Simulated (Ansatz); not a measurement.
# TiHO (doublet): from Hartree-Fock to the top rungs, def2-QZVPP

One table from this session's results is given with a row withheld; the runs are named, their logs left out.

Computed with Ansatz 0.2.0, Gaussian basis. Level: def2-QZVPP, core rule «outside noble gas», up to 10 orbitals frozen.

The runs, in order: UHF; ROHF; CCSD(T) on UHF.

### The geometry

The geometry is a PBE0/def2-TZVP stationary point (not a proven minimum) of the parent state, kept for this charge and spin.

3 atoms, charge 0, spin multiplicity 2.

Atoms are counted from 1 here; the program's logs count them from 0.

Bond lengths: Ti1–O2 1.702 Å, Ti1–H3 1.852 Å. Angles: O2–Ti1–H3 180.0°.

Set-up of the first run:

The input, in.yaml:

```yaml
crystal:
  periodic: [false, false, false]
  atoms:
    - {symbol: Ti, position_ang: [0.000000, 0.000000, -0.050233]}
    - {symbol: O, position_ang: [0.000000, 0.000000, -1.751733]}
    - {symbol: H, position_ang: [0.000000, 0.000000, 1.801967]}
basis:
  gaussian: {orbitals: "def2-QZVPP.json"}
magnetization: {spin_polarized: true, initial_magnetization: 1}
hamiltonian: {xc: hf}
output: {orbitals: {seedname: orbitals}}
```

The run is started by

```bash
$ ansatz run in.yaml --threads 1 --pin off --events-out ev --progress --plain --max-ram 4096MiB --backend cpu
```

Steps of the session up to this table: UHF; ROHF; CCSD(T) on UHF.

One table of the session follows, with a row left open; its other results are not shown here.

```
  method  from UCCSD(T) (kJ/mol)
    ROHF                 +1087.1
     UHF                 +1075.6
    UMP2                   +41.1
   UCCSD                       ?
UCCSD(T)                       0
```

Q: Estimate the row for UCCSD from the others.

**Answer.** from UCCSD(T) (kJ/mol): +81.8. In the column «from UCCSD(T) (kJ/mol)» it lies between UMP2 (+41.1) and UHF (+1075.6).
